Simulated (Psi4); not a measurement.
# DSD-PBEP86/cc-pVTZ (density fitting for correlation) run of GeH2S (SMILES [SH][GeH])

What is the vertical ionisation energy of GeH2S at DSD-PBEP86/cc-pVTZ (density fitting for correlation)? Input form: a Python script.

Program for the calculation: Psi4 1.11.

1 further run of the same task is left out (set aside as unsound or not needed).

### Step 1. Starting point

GeH2S: 4 atoms, total charge 0, spin state singlet. As SMILES, `[SH][GeH]`. The coordinates come from a PBE0-D4/def2-TZVP relaxation.

Bond lengths: S1–Ge2 2.225 Å, S1–H3 1.342 Å, Ge2–H4 1.595 Å. Angles: S1–Ge2–H4 93.7°, Ge2–S1–H3 100.2°.

### Step 2. The energy at DSD-PBEP86/cc-pVTZ (density fitting for correlation)

The input, calc.py:

```python
import psi4

psi4.set_memory('1600 MB')
psi4.set_num_threads(1)
psi4.core.set_output_file('geh2s.out', False)

geom = psi4.geometry("""
0 1
S     -0.443300    -1.201800     0.271700
Ge    -0.841700     0.737900    -0.743600
H      0.779200    -0.962100     0.771200
H      0.561200     1.365900    -0.319400
symmetry c1
no_reorient
no_com
""")

psi4.set_options({
    'puream': True,
    'e_convergence': 1e-09,
    'd_convergence': 1e-08,
    'scf_type': 'pk',
    'dft_radial_points': 99,
    'dft_spherical_points': 590,
    'num_frozen_docc': 14,
})

result, w = psi4.energy('dsd-pbep86/cc-pVTZ', return_wfn=True)
print(f'total energy {result:.8f} hartree = {result * 27.211386:.5f} eV')
```

Run with:

```console
$ python calc.py
```

geh2s.out:

```text
[...]
  Running in c1 symmetry.
[...]
  Nuclear repulsion =  147.947927550731919
[...]
  Multiplicity = 1
[...]
  Nalpha       = 25
  Nbeta        = 25
[...]
    Number of basis functions: 105
[...]
   @RKS iter   1: -2473.83492997563098   -2.84590e+00   1.96783e-02 DIIS/ADIIS
[...]
   @RKS iter  12: -2475.11486185308877   -2.22826e-11   9.63708e-09 DIIS
[...]
    Orbital Energies [Eh]
    ---------------------
    Doubly Occupied:
       1A   -402.987067     2A    -90.885654     3A    -51.337429
       4A    -45.569008     5A    -45.567320     6A    -45.566336
       7A     -8.613038     8A     -6.869659     9A     -6.388183
      10A     -6.386055    11A     -6.385411    12A     -4.913315
      13A     -4.907638    14A     -4.903574    15A     -1.508044
      16A     -1.506171    17A     -1.501561    18A     -1.498232
      19A     -1.495146    20A     -0.890249    21A     -0.611168
      22A     -0.507226    23A     -0.383419    24A     -0.358418
      25A     -0.319564
[...]
  @RKS Final Energy: -2475.11486185308877
   => Energetics <=
    Nuclear Repulsion Energy =            147.9479275507319187
    One-Electron Energy =               -3741.3954541528837581
    Two-Electron Energy =                1148.2213746469815305
    DFT Exchange-Correlation Energy =     -29.8887098979184209
    Empirical Dispersion Energy =           0.0000000000000000
    VV10 Nonlocal Energy =                  0.0000000000000000
    Total Energy =                      -2475.1148618530887688
[...]
 Multipole Moments:
 ------------------------------------------------------------------------------------
     Multipole            Electronic (a.u.)      Nuclear  (a.u.)        Total (a.u.)
 ------------------------------------------------------------------------------------
 L = 1.  Multiply by 2.5417464519 to convert [e a0] to [Debye]
 Dipole X            :         62.0649928          -61.7690999            0.2958929
 Dipole Y            :         -8.6973428            9.0476307            0.3502879
 Dipole Z            :         35.8950280          -35.8976154           -0.0025874
 Magnitude           :                                                    0.4585422
[...]
```

On the terminal:

```text
total energy -2475.30330109 hartree = -67356.43359 eV
```

It took 61 s on 1 thread of Intel Xeon Platinum 8259CL at 2.50GHz (Skylake/Cascade Lake), shared host; peak memory 1.5 GiB.

### Step 3. The doublet cation

The input, geh2s.xyz:

```xyz
4
GeH2S
S     -0.443300    -1.201800     0.271700
Ge    -0.841700     0.737900    -0.743600
H      0.779200    -0.962100     0.771200
H      0.561200     1.365900    -0.319400
```

The input, calc.py:

```python
import psi4

psi4.set_memory('1600 MB')
psi4.set_num_threads(1)
psi4.core.set_output_file('geh2s.out', False)

with open('geh2s.xyz') as f:
    atoms = ''.join(f.readlines()[2:])
geom = psi4.geometry('1 2\n' + atoms + 'symmetry c1\nno_reorient\nno_com')

psi4.set_options({
    'reference': 'uks',
    'puream': True,
    'e_convergence': 1e-09,
    'd_convergence': 1e-08,
    'scf_type': 'pk',
    'dft_radial_points': 99,
    'dft_spherical_points': 590,
    'num_frozen_docc': 14,
    'maxiter': 200,
})

E, wfn = psi4.energy("dsd-pbep86/cc-pVTZ", molecule=geom, return_wfn=True)
print(f'dsd-pbep86/cc-pVTZ energy: {E:.10f} Eh')
for k, v in sorted(psi4.core.scalar_variables().items()):
    print(f'{k:45s} {v:18.10f}')
```

Run with:

```console
$ python calc.py
```

geh2s.out:

```text
[...]
  Running in c1 symmetry.
[...]
  Nuclear repulsion =  147.947927550731919
[...]
  Multiplicity = 2
[...]
  Nalpha       = 25
  Nbeta        = 24
[...]
    Number of basis functions: 105
[...]
   @UKS iter   1: -2473.57551316997024   -2.58649e+00   1.90386e-02 DIIS/ADIIS
[...]
   @UKS iter  19: -2474.78498218599498   -1.95541e-11   9.99407e-09 DIIS
[...]
   @S^2 Observed:                7.676917226E-01
[...]
    Orbital Energies [Eh]
    ---------------------
    Alpha Occupied:
       1A   -403.288689     2A    -91.124612     3A    -51.636812
       4A    -45.868419     5A    -45.867609     6A    -45.865869
       7A     -8.849290     8A     -7.170743     9A     -6.625279
      10A     -6.622219    11A     -6.620328    12A     -5.213032
      13A     -5.209949    14A     -5.204657    15A     -1.806930
      16A     -1.804949    17A     -1.802325    18A     -1.799609
      19A     -1.796589    20A     -1.121501    21A     -0.886799
      22A     -0.742387    23A     -0.635276    24A     -0.613170
      25A     -0.573276
    Alpha Virtual:
[...]
  @UKS Final Energy: -2474.78498218599498
   => Energetics <=
    Nuclear Repulsion Energy =            147.9479275507319187
    One-Electron Energy =               -3727.7823757505620961
    Two-Electron Energy =                1134.8512829824321670
    DFT Exchange-Correlation Energy =     -29.8018169685971053
    Empirical Dispersion Energy =           0.0000000000000000
    VV10 Nonlocal Energy =                  0.0000000000000000
    Total Energy =                      -2474.7849821859949770
[...]
 Multipole Moments:
 ------------------------------------------------------------------------------------
     Multipole            Electronic (a.u.)      Nuclear  (a.u.)        Total (a.u.)
 ------------------------------------------------------------------------------------
 L = 1.  Multiply by 2.5417464519 to convert [e a0] to [Debye]
 Dipole X            :         60.7406870          -61.7690999           -1.0284130
 Dipole Y            :         -8.0295197            9.0476307            1.0181111
 Dipole Z            :         34.9276838          -35.8976154           -0.9699316
 Magnitude           :                                                    1.7421110
[...]
```

On the terminal:

```text
dsd-pbep86/cc-pVTZ energy: -2474.9579341939 Eh
CURRENT ENERGY                                  -2474.9579341939
CURRENT REFERENCE ENERGY                        -2474.7849821860
DD SOLVATION ENERGY                                 0.0000000000
DFT FUNCTIONAL TOTAL ENERGY                     -2474.7849821860
DFT TOTAL ENERGY                                -2474.9579341939
DFT VV10 ENERGY                                     0.0000000000
DFT XC ENERGY                                     -29.8018169686
DOUBLE-HYBRID CORRECTION ENERGY                    -0.1729520079
DSD-PBEP86 DOUBLE-HYBRID CORRECTION ENERGY         -0.1729520079
DSD-PBEP86 TOTAL ENERGY                         -2474.9579341939
GRID ELECTRONS ALPHA                               24.9999999686
GRID ELECTRONS BETA                                23.9999998074
GRID ELECTRONS TOTAL                               48.9999997760
NUCLEAR REPULSION ENERGY                          147.9479275507
ONE-ELECTRON ENERGY                             -3727.7823757506
PCM POLARIZATION ENERGY                             0.0000000000
PE ENERGY                                           0.0000000000
SCF ITERATION ENERGY                            -2474.7849821860
SCF ITERATIONS                                     19.0000000000
SCF TOTAL ENERGY                                -2474.7849821860
TWO-ELECTRON ENERGY                              1134.8512829824
XC GRID RADIAL POINTS                              99.0000000000
XC GRID SPHERICAL POINTS                          590.0000000000
XC GRID TOTAL POINTS                           221791.0000000000
```

Wall time 81 s (1 thread of Intel Xeon Platinum 8259CL at 2.50GHz (Skylake/Cascade Lake), shared host); peak memory 1.5 GiB.

### Step 4. Results

Level: DSD-PBEP86/cc-pVTZ (density fitting for correlation), 14 core orbitals frozen.

| quantity | value |
| --- | --- |
| singlet GeH2S: total energy | -2475.30330 Eh |
| singlet GeH2S: HOMO energy (SCF part's orbitals) | -8.70 eV |
| singlet GeH2S: LUMO energy (SCF part's orbitals) | -0.84 eV |
| singlet GeH2S: HOMO–LUMO gap (SCF part's orbitals) | 7.86 eV |
| doublet cation: total energy | -2474.95793 Eh |
| doublet cation: HOMO energy (SCF part's orbitals) (highest over α and β) | -15.60 eV |
| doublet cation: LUMO energy (SCF part's orbitals) (lowest over α and β) | -9.27 eV |
| doublet cation: ⟨S²⟩ | 0.768 |
| vertical ionisation energy (to the doublet cation) | 9.398 eV |

**Reading.** The vertical ionisation energy comes to 9.40 eV (907 kJ/mol). −ε(HOMO) before ionisation, 8.70 eV, is 0.70 eV below this ionisation energy.
